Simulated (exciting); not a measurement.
# BiTe (Fm-3m) in exciting: equation of state

Aim: energy against volume of BiTe in PBE, for its equilibrium volume and stiffness.

Program: exciting (release sodium). These are calculated values, not measurements. Logs are shortened: lines on timing, memory, paths and dates and some standing lists are left out, and cuts for length are marked.

### Step 1. The crystal as given

The structure is cubic, space group Fm-3m (No. 225). The conventional cell has a = 6.470 Å, b = 6.470 Å, c = 6.470 Å, α = 90.00°, β = 90.00°, γ = 90.00°. Bi (site symmetry m-3m) is surrounded by 6 Te at 3.23 Å. Te (site symmetry m-3m) has 6 Bi at 3.23 Å as nearest neighbours.

### Step 2. Equation of state, PBE, 31.82 Å³/atom (volume scaled by 0.94)

input.xml

```xml
<input>
  <title>BiTe</title>
  <structure speciespath="./" tshift="false">
    <crystal scale="1">
      <basevect>0.000000000000 5.988468506216 5.988468506216</basevect>
      <basevect>5.988468506216 0.000000000000 5.988468506216</basevect>
      <basevect>5.988468506216 5.988468506216 0.000000000000</basevect>
    </crystal>
    <species speciesfile="Bi.xml" rmt="2.3">
      <atom coord="0.000000000000 0.000000000000 0.000000000000"/>
    </species>
    <species speciesfile="Te.xml" rmt="2.3">
      <atom coord="0.500000000000 0.500000000000 0.500000000000"/>
    </species>
  </structure>
  <groundstate do="fromscratch" ngridk="7 7 7" rgkmax="9" gmaxvr="14" lmaxapw="10" lmaxmat="10" lmaxvr="8" xctype="GGA_PBE" stype="Fermi Dirac" swidth="0.00183747" nempty="10" ValenceRelativity="iora*" epsengy="1e-05" epspot="1e-05" maxscl="60" outputlevel="normal"/>
</input>
```

Potentials or basis: all-electron LAPW+lo, shipped species files, valence relativity iora*.

Launch:

```console
OMP_NUM_THREADS=1 exciting_smp
```

INFO.OUT:

```text
================================================================================
EXCITING SODIUM started
[... 10 lines left out ...]

 Lattice vectors (cartesian) :
      0.0000000000      5.9884685062      5.9884685062
      5.9884685062      0.0000000000      5.9884685062
      5.9884685062      5.9884685062      0.0000000000

 Reciprocal lattice vectors (cartesian) :
     -0.5246070260      0.5246070260      0.5246070260
      0.5246070260     -0.5246070260      0.5246070260
      0.5246070260      0.5246070260     -0.5246070260

 Unit cell volume                           :     429.5139813884
 Brillouin zone volume                      :       0.5775137113

 Species :    1 (Bi)
     parameters loaded from                 :    Bi.xml
     name                                   :    bismuth
     nuclear charge                         :     -83.00000000
     electronic charge                      :      83.00000000
     atomic mass                            :  380947.92830000
     muffin-tin radius                      :       2.30000000
     # of radial points in muffin-tin       :     450

     atomic positions (lattice) :
       1 :   0.00000000  0.00000000  0.00000000

 Species :    2 (Te)
     parameters loaded from                 :    Te.xml
     name                                   :    tellurium
     nuclear charge                         :     -52.00000000
     electronic charge                      :      52.00000000
     atomic mass                            :  232600.57070000
     muffin-tin radius                      :       2.30000000
     # of radial points in muffin-tin       :     400

     atomic positions (lattice) :
       1 :   0.50000000  0.50000000  0.50000000

 Total number of atoms per unit cell        :       2

 Spin treatment                             :    spin-unpolarised

 Number of Bravais lattice symmetries       :      48
 Number of crystal symmetries               :      48

 k-point grid                               :       7    7    7
 Total number of k-points                   :      20
 k-point set is reduced with crystal symmetries

 R^MT_min * |G+k|_max (rgkmax)              :       9.00000000
 Species with R^MT_min                      :       1 (Bi)
 Maximum |G+k| for APW functions            :       3.91304348
 Maximum |G| for potential and density      :      14.00000000

 G-vector grid sizes                        :      40    40    40
 Total number of G-vectors                  :   19891

 Maximum angular momentum used for
     APW functions                          :      10
     computing H and O matrix elements      :      10
     potential and density                  :       8
     inner part of muffin-tin               :       2

 Total nuclear charge                       :    -135.00000000
 Total electronic charge                    :     135.00000000
 Total core charge                          :     104.00000000
 Total valence charge                       :      31.00000000

 Number of empty states                     :      10
 Total number of valence states             :      26

 Maximum Hamiltonian size                   :     476
 Maximum number of plane-waves              :     448
 Total number of local-orbitals             :      28

 Exchange-correlation type                  :      20
[... 23 lines left out ...]
+ SCF iteration number :    1                                                  +
++++++++++++++++++++++++++++++++++++++++++++++++++++++++++++++++++++++++++++++++
 Total energy                               :    -28375.71148567
 _______________________________________________________________
 Fermi energy                               :         0.27699993
 Kinetic energy                             :     32437.28585675
 Coulomb energy                             :    -60238.08669113
 Exchange energy                            :      -566.96651834
 Correlation energy                         :        -7.94413296

 DOS at Fermi energy (states/Ha/cell)       :        77.87200260

 Electron charges :
     core                                   :       104.00000000
     core leakage                           :         0.01024813
     valence                                :        31.00000000
     interstitial                           :         6.22979596
     charge in muffin-tin spheres :
                  atom     1    Bi          :        79.73082257
                  atom     2    Te          :        49.03938147
     total charge in muffin-tins            :       128.77020404
     total charge                           :       135.00000000

++++++++++++++++++++++++++++++++++++++++++++++++++++++++++++++++++++++++++++++++
+ SCF iteration number :    2                                                  +
++++++++++++++++++++++++++++++++++++++++++++++++++++++++++++++++++++++++++++++++
 Total energy                               :    -28377.15294403
 _______________________________________________________________
 Fermi energy                               :         0.27418085
 Kinetic energy                             :     32435.80683057
 Coulomb energy                             :    -60238.04021534
 Exchange energy                            :      -566.97511539
 Correlation energy                         :        -7.94444388

 DOS at Fermi energy (states/Ha/cell)       :        79.19039230

 Electron charges :
     core                                   :       104.00000000
     core leakage                           :         0.01019470
     valence                                :        31.00000000
     interstitial                           :         6.23168064
     charge in muffin-tin spheres :
                  atom     1    Bi          :        79.76034107
                  atom     2    Te          :        49.00797828
     total charge in muffin-tins            :       128.76831936
     total charge                           :       135.00000000

 RMS change in effective potential (target) :  0.338263E-01  ( 0.100000E-04)
 Absolute change in total energy   (target) :   1.44146      ( 0.100000E-04)
 Charge distance                   (target) :  0.705826E-03  ( 0.100000E-04)

++++++++++++++++++++++++++++++++++++++++++++++++++++++++++++++++++++++++++++++++
+ SCF iteration number :    3                                                  +
++++++++++++++++++++++++++++++++++++++++++++++++++++++++++++++++++++++++++++++++
 Total energy                               :    -28377.72865716
 _______________________________________________________________
 Fermi energy                               :         0.27217067
 Kinetic energy                             :     32435.01551273
 Coulomb energy                             :    -60237.82381947
 Exchange energy                            :      -566.97582071
 Correlation energy                         :        -7.94452971

 DOS at Fermi energy (states/Ha/cell)       :        79.11600440

 Electron charges :
     core                                   :       104.00000000
     core leakage                           :         0.01016802
     valence                                :        31.00000000
     interstitial                           :         6.23063503
     charge in muffin-tin spheres :
                  atom     1    Bi          :        79.77332925
                  atom     2    Te          :        48.99603572
     total charge in muffin-tins            :       128.76936497
     total charge                           :       135.00000000
[... 268 lines left out ...]
 DOS at Fermi energy (states/Ha/cell)       :        77.81365736

 Electron charges :
     core                                   :       104.00000000
     core leakage                           :         0.01012817
     valence                                :        31.00000000
     interstitial                           :         6.22398037
     charge in muffin-tin spheres :
                  atom     1    Bi          :        79.78139414
                  atom     2    Te          :        48.99462549
     total charge in muffin-tins            :       128.77601963
     total charge                           :       135.00000000

 RMS change in effective potential (target) :  0.263172E-08  ( 0.100000E-04)
 Absolute change in total energy   (target) :  0.212595E-05  ( 0.100000E-04)
 Charge distance                   (target) :  0.107581E-08  ( 0.100000E-04)

++++++++++++++++++++++++++++++++++++++++++++++++++++++++++++++++++++++++++++++++
+ SCF iteration number :   14                                                  +
++++++++++++++++++++++++++++++++++++++++++++++++++++++++++++++++++++++++++++++++
 Total energy                               :    -28378.46850048
 _______________________________________________________________
 Fermi energy                               :         0.26738581
 Kinetic energy                             :     32433.70866345
 Coulomb energy                             :    -60237.25535042
 Exchange energy                            :      -566.97728765
 Correlation energy                         :        -7.94452586

 DOS at Fermi energy (states/Ha/cell)       :        77.81365701

 Electron charges :
     core                                   :       104.00000000
     core leakage                           :         0.01012817
     valence                                :        31.00000000
     interstitial                           :         6.22398037
     charge in muffin-tin spheres :
                  atom     1    Bi          :        79.78139414
                  atom     2    Te          :        48.99462549
     total charge in muffin-tins            :       128.77601963
     total charge                           :       135.00000000

 RMS change in effective potential (target) :  0.184893E-08  ( 0.100000E-04)
 Absolute change in total energy   (target) :  0.206102E-06  ( 0.100000E-04)
 Charge distance                   (target) :  0.105625E-09  ( 0.100000E-04)

++++++++++++++++++++++++++++++++++++++++++++++++++++++++++++++++++++++++++++++++
| Convergency criteria checked for the last 2 iterations                       +
| Convergence targets achieved. Performing final SCF iteration                 +
++++++++++++++++++++++++++++++++++++++++++++++++++++++++++++++++++++++++++++++++
 Total energy                               :    -28378.46849940
 _______________________________________________________________
 Fermi energy                               :         0.26738581
 Kinetic energy                             :     32433.70866411
 Coulomb energy                             :    -60237.25535002
 Exchange energy                            :      -566.97728763
 Correlation energy                         :        -7.94452586

 DOS at Fermi energy (states/Ha/cell)       :        77.81365640

 Electron charges :
     core                                   :       104.00000000
     core leakage                           :         0.01012817
     valence                                :        31.00000000
     interstitial                           :         6.22398037
     charge in muffin-tin spheres :
                  atom     1    Bi          :        79.78139413
                  atom     2    Te          :        48.99462550
     total charge in muffin-tins            :       128.77601963
     total charge                           :       135.00000000

++++++++++++++++++++++++++++++++++++++++++++++++++++++++++++++++++++++++++++++++
[... 12 lines left out ...]
| EXCITING SODIUM stopped                                                      =
================================================================================
```

Wall time 81 s (1 thread of Arm Neoverse V2, shared host); peak memory 0.16 GiB.

Results:

- Free energy: -772217.4886 eV
- Band gap on the k mesh: none (metal or under the smearing width)
- All electrons inside the program's atomic spheres: Bi 79.78; Te 48.99 (radii Bi 2.3, Te 2.3 bohr)

Caveat: the log's total energy holds no entropy term; the free energy is that total less TS from the occupations; spin-orbit coupling is left out, which moves the levels of the heavy elements.

(Part 1 of 2 ends here.)
